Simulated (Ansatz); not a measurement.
**CH8O3Si2: one species, many methods**

How much do the methods differ for CH8O3Si2? The plan is to run it at one geometry with functionals of several rungs and with coupled cluster. The yardstick is the atomisation energy at the CCSD(T) limit.

Method: functionals in def2-TZVPP, the program's frozen cores in correlated methods; program: Ansatz 0.2.0, Gaussian basis.

Plan: PBE-D4, r2SCAN-D4, PBE0-D4, B3LYP-D4, ωB97X-V, ωB97M-V, B2PLYP; CCSD(T)/def2-TZVPP; MP2/def2-QZVPP; extrapolation to the limit.

**1. Structure used throughout**

All runs share one geometry, relaxed beforehand with PBE0-D4 in a triple-zeta def2 set.

SMILES `C[SiH](O)O[SiH2]O`, 14 atoms, charge 0, spin multiplicity 1.

Atoms are counted from 1 here; the program's logs count them from 0.

Bond lengths: C1–Si2 1.845 Å, C1–H7 1.093 Å, C1–H8 1.093 Å, C1–H9 1.093 Å, Si2–O3 1.642 Å, Si2–O4 1.649 Å, Si2–H10 1.488 Å, O3–H11 0.961 Å, O4–Si5 1.628 Å, Si5–O6 1.653 Å, Si5–H12 1.478 Å, Si5–H13 1.483 Å, O6–H14 0.958 Å. Angles: Si2–C1–H7 110.6°, Si2–C1–H8 110.6°, Si2–C1–H9 110.6°, H7–C1–H8 108.5°, H7–C1–H9 108.3°, H8–C1–H9 108.3°, C1–Si2–O3 107.9°, C1–Si2–O4 110.3°, C1–Si2–H10 111.9°, O3–Si2–O4 109.8°, O3–Si2–H10 110.6°, O4–Si2–H10 106.3°, Si2–O3–H11 116.2°, Si2–O4–Si5 133.9°, O4–Si5–O6 110.3°, O4–Si5–H12 110.2°, O4–Si5–H13 108.3°, O6–Si5–H12 105.9° and more.

**2. PBE-D4 (GGA)**

in.yaml reads:

```yaml
crystal:
  periodic: [false, false, false]
  atoms:
    - {symbol: C, position_ang: [0.837106, -0.120843, -2.316241]}
    - {symbol: Si, position_ang: [0.549252, -0.593493, -0.555904]}
    - {symbol: O, position_ang: [1.721507, 0.109280, 0.353697]}
    - {symbol: O, position_ang: [-0.933041, -0.069670, -0.057470]}
    - {symbol: Si, position_ang: [-1.479631, 0.648620, 1.297144]}
    - {symbol: O, position_ang: [-0.506829, 0.270140, 2.579032]}
    - {symbol: H, position_ang: [0.066038, -0.549055, -2.960968]}
    - {symbol: H, position_ang: [0.818667, 0.965598, -2.429811]}
    - {symbol: H, position_ang: [1.809287, -0.484792, -2.657119]}
    - {symbol: H, position_ang: [0.555897, -2.069404, -0.370235]}
    - {symbol: H, position_ang: [1.585082, 0.096292, 1.305033]}
    - {symbol: H, position_ang: [-1.412982, 2.118598, 1.157658]}
    - {symbol: H, position_ang: [-2.861395, 0.172806, 1.551365]}
    - {symbol: H, position_ang: [-0.748956, -0.494057, 3.103810]}
basis:
  gaussian: {orbitals: def2-TZVPP}
hamiltonian: {xc: pbe, dispersion: d4}
output: {forces: true, orbitals: {seedname: orbitals}}
```

Run with:

```bash
$ ansatz run in.yaml --threads 2 --pin off --events-out ev --progress --plain --max-ram 32768MiB --backend cuda --devices 0, --max-vram 18GiB
```

After this run come: r2SCAN-D4 (meta-GGA); PBE0-D4 (hybrid); B3LYP-D4 (hybrid); ωB97X-V (range-separated); ωB97M-V (range-separated); B2PLYP (double hybrid); CCSD(T) in def2-TZVPP; MP2 in def2-QZVPP.

Before running them: what should the planned runs give, taken together? Wanted: atomisation energy, CCSD(T)/CBS; farthest; mean size of error, hybrid; mean size of error, range-separated; gap, smallest and largest; T1 diagnostic; triples share of the correlation energy.

**Answer**, as computed:

| quantity | value |
| --- | --- |
| atomisation energy, CCSD(T)/CBS | 56.329 eV |
| functionals within 0.282 eV (0.5 %) | PBE-D4, r2SCAN-D4, ωB97X-V, ωB97M-V |
| farthest | PBE0-D4 (-0.978 eV) |
| mean size of error, hybrid | 0.748 eV |
| mean size of error, range-separated | 0.135 eV |
| gap, smallest and largest | 6.25 eV (PBE-D4), 12.91 eV (ωB97X-V) |
| T1 diagnostic | 0.0114 |
| triples share of the correlation energy | 3.4 % |

PBE-D4 is off by -0.135 eV. Double hybrids carry the basis error of their MP2 part in triple zeta, and no dispersion term here, so their miss is partly the set-up's. The reference freezes the cores and leaves out relativity and excitations past (T), so misses under about 0.282 eV can't be ranked. Hartree-Fock recovers 73 % of the binding; the rest is correlation. Orbital gaps span 6.2 to 12.9 eV; exact exchange widens them.
